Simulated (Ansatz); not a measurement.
# C₄H₁₀Al₂Cl₄: up Jacob's ladder to CCSD(T)

Aim: compute C₄H₁₀Al₂Cl₄ with functionals from several rungs and with coupled cluster, and see how far each lands from CCSD(T) at the basis-set limit for the atomisation energy.

Computed with Ansatz 0.2.0, Gaussian basis. Level: functionals in def2-TZVPP, the program's frozen cores in correlated methods.

The runs, in order: LDA (SPW92), PBE-D4, revPBE-D4, BLYP-D4, r2SCAN-D4, B97M-V, PBE0-D4, B3LYP-D4, r2SCANh-D4, r2SCAN0-D4, HSE06-D4, BHLYP-D4, CAM-B3LYP-D4, LC-ωPBE, ωB97X-V, ωB97M-V, B2PLYP, PBE-QIDH; CCSD(T)/def2-SVP; CCSD(T)/def2-TZVPP; MP2/def2-QZVPP; extrapolation to the limit; RPA on PBE.

## (1) The relaxed structure

All runs share one geometry, relaxed beforehand with PBE0-D4 in a triple-zeta def2 set.

SMILES `C[CH2][Al@-]1([Cl])[Cl+][Al@@-]([Cl])([CH2]C)[Cl+]1`, 20 atoms, charge 0, spin multiplicity 1.

Atoms are counted from 1 here; the program's logs count them from 0.

Bond lengths: C1–C2 1.528 Å, C1–H11 1.093 Å, C1–H12 1.093 Å, C1–H13 1.093 Å, C2–Al3 1.936 Å, C2–H14 1.097 Å, C2–H15 1.097 Å, Al3–Cl4 2.099 Å, Al3–Cl5 2.295 Å, Al3–Cl10 2.291 Å, Cl5–Al6 2.285 Å, Al6–Cl7 2.101 Å, Al6–C8 1.936 Å, Al6–Cl10 2.291 Å, C8–C9 1.530 Å, C8–H16 1.097 Å, C8–H17 1.096 Å, C9–H18 1.093 Å and more. Angles: C2–C1–H11 111.6°, C2–C1–H12 111.8°, C2–C1–H13 111.8°, H11–C1–H12 107.2°, H11–C1–H13 107.2°, H12–C1–H13 106.8°, C1–C2–Al3 115.0°, C1–C2–H14 110.5°, C1–C2–H15 110.5°, Al3–C2–H14 107.5°, Al3–C2–H15 107.5°, H14–C2–H15 105.2°, C2–Al3–Cl4 124.6°, C2–Al3–Cl5 110.5°, C2–Al3–Cl10 110.7°, Cl4–Al3–Cl5 107.4°, Cl4–Al3–Cl10 107.6°, Cl5–Al3–Cl10 90.8° and more.

## (2) LDA

This LDA is Slater exchange with PW92 correlation.

in.yaml reads:

```yaml
crystal:
  periodic: [false, false, false]
  atoms:
    - {symbol: C, position_ang: [0.303697, -2.180461, -2.533374]}
    - {symbol: C, position_ang: [0.166844, -0.800635, -3.176411]}
    - {symbol: Al, position_ang: [0.102461, 0.680081, -1.930157]}
    - {symbol: Cl, position_ang: [-0.089612, 2.696321, -2.482069]}
    - {symbol: Cl, position_ang: [1.832793, 0.541025, -0.428588]}
    - {symbol: Al, position_ang: [0.320820, 0.020257, 1.203928]}
    - {symbol: Cl, position_ang: [0.496966, -2.034630, 1.606571]}
    - {symbol: C, position_ang: [0.248087, 1.377909, 2.582313]}
    - {symbol: C, position_ang: [-0.929128, 1.212239, 3.545282]}
    - {symbol: Cl, position_ang: [-1.418565, 0.271145, -0.266190]}
    - {symbol: H, position_ang: [0.336269, -2.973384, -3.285638]}
    - {symbol: H, position_ang: [-0.532213, -2.401922, -1.865091]}
    - {symbol: H, position_ang: [1.215761, -2.262289, -1.936817]}
    - {symbol: H, position_ang: [-0.737834, -0.752077, -3.794515]}
    - {symbol: H, position_ang: [0.997997, -0.613714, -3.867248]}
    - {symbol: H, position_ang: [1.195360, 1.352797, 3.134042]}
    - {symbol: H, position_ang: [0.212061, 2.359401, 2.096075]}
    - {symbol: H, position_ang: [-0.899728, 0.246735, 4.056888]}
    - {symbol: H, position_ang: [-1.889251, 1.273158, 3.024958]}
    - {symbol: H, position_ang: [-0.932786, 1.988034, 4.316030]}
basis:
  gaussian: {orbitals: def2-TZVPP}
hamiltonian: {xc: lda}
output: {orbitals: {seedname: orbitals}}
```

The run is started by

```console
> ansatz run in.yaml --threads 4 --pin off --events-out ev --progress --plain --max-ram 46080MiB --backend cuda --devices 0, --max-vram 37GiB
```

The runs that follow: PBE-D4 (GGA); revPBE-D4 (GGA); BLYP-D4 (GGA); r2SCAN-D4 (meta-GGA); B97M-V (meta-GGA); B3LYP-D4 (hybrid); r2SCANh-D4 (hybrid); r2SCAN0-D4 (hybrid); HSE06-D4 (hybrid); BHLYP-D4 (hybrid); CAM-B3LYP-D4 (range-separated); LC-ωPBE (range-separated); ωB97X-V (range-separated); ωB97M-V (range-separated); B2PLYP (double hybrid); PBE-QIDH (double hybrid); CCSD(T) in def2-SVP; CCSD(T) in def2-TZVPP; MP2 in def2-QZVPP; RPA on PBE orbitals.

Q: Predict the results of all the runs planned. Wanted: atomisation energy, CCSD(T)/CBS; farthest beyond LDA; mean size of error, GGA; mean size of error, meta-GGA; mean size of error, hybrid; mean size of error, range-separated; mean size of error, double hybrid; gap, smallest and largest; T1 diagnostic.

The runs gave:

```
                               quantity                                                                                value
        atomisation energy, CCSD(T)/CBS                                                                        7486.0 kJ/mol
 functionals within 37.4 kJ/mol (0.5 %)  PBE0-D4, r2SCANh-D4, r2SCAN0-D4, HSE06-D4, CAM-B3LYP-D4, ωB97X-V, ωB97M-V, PBE-QIDH
                    farthest beyond LDA                                                             BHLYP-D4 (-177.8 kJ/mol)
                mean size of error, GGA                                                                          95.0 kJ/mol
           mean size of error, meta-GGA                                                                          43.4 kJ/mol
             mean size of error, hybrid                                                                          53.7 kJ/mol
    mean size of error, range-separated                                                                          27.7 kJ/mol
      mean size of error, double hybrid                                                                          68.3 kJ/mol
              gap, smallest and largest                                            5.67 eV (LDA (SPW92)), 12.77 eV (LC-ωPBE)
                          T1 diagnostic                                                                               0.0086
triples share of the correlation energy                                                                                4.0 %
```

What this shows: The LDA atomisation energy is off by 901.4 kJ/mol (12 %): it overbinds. PBE-D4 is off by +73.8 kJ/mol. Double hybrids carry the basis error of their MP2 part in triple zeta, and no dispersion term here, so their miss is partly the set-up's. By mean error the best rung here is range-separated (27.7 kJ/mol) and the worst beyond LDA is GGA (95.0 kJ/mol). The gap between the best rungs is small, so their order is not settled. Misses under about 37.4 kJ/mol are within the doubt on the reference itself, which lacks core-valence correlation, relativity and higher excitations. Hartree-Fock recovers 77 % of the binding; the rest is correlation. CCSD(T) in def2-SVP is off by -347.5 kJ/mol, so the small basis spoils what the method gains. Orbital gaps span 5.7 to 12.8 eV; exact exchange widens them.
